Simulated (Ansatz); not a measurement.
# TiPt3 in Ansatz: the effect of target pressure

The system is TiPt3.

```
CELL_PARAMETERS angstrom
3.89700 0.00000 0.00000
0.00000 3.89700 0.00000
0.00000 0.00000 3.89700
ATOMIC_POSITIONS crystal
Pt 0.50000 0.50000 0.00000
Pt 0.50000 0.00000 0.50000
Pt 0.00000 0.50000 0.50000
Ti 0.00000 0.00000 0.00000
```

Alike in all runs:

- Program: Ansatz 0.2.0
- Task: relaxation of cell and atoms
- Functional: PBEsol
- Potentials or basis: all-electron LAPW, scalar-relativistic
- Basis error allowed: 0.002 eV/atom
- k mesh: 7 × 7 × 7
- Occupations: fermi-dirac, width 0.05 eV
- Spin: no spin polarisation

Each run relaxes the cell or the atoms first.

| target pressure | relaxed volume (Å³/atom) |
| --- | --- |
| 0 GPa | 14.82 |
| 5 GPa | ? |
| 10 GPa | 14.32 |
| 20 GPa | 13.90 |
| 30 GPa | 13.54 |

Q: What does the run with target pressure 5 GPa give?

A: Relaxed volume 14.56 Å³/atom.

Worked out: In Murnaghan's law V^(-B') rises as a straight line in P. The other rows fit best with B' = 4.5, V0 = 14.82 Å³/atom and B0 = 269 GPa, which gives 14.56 Å³/atom at 5 GPa, against the run's 14.56.
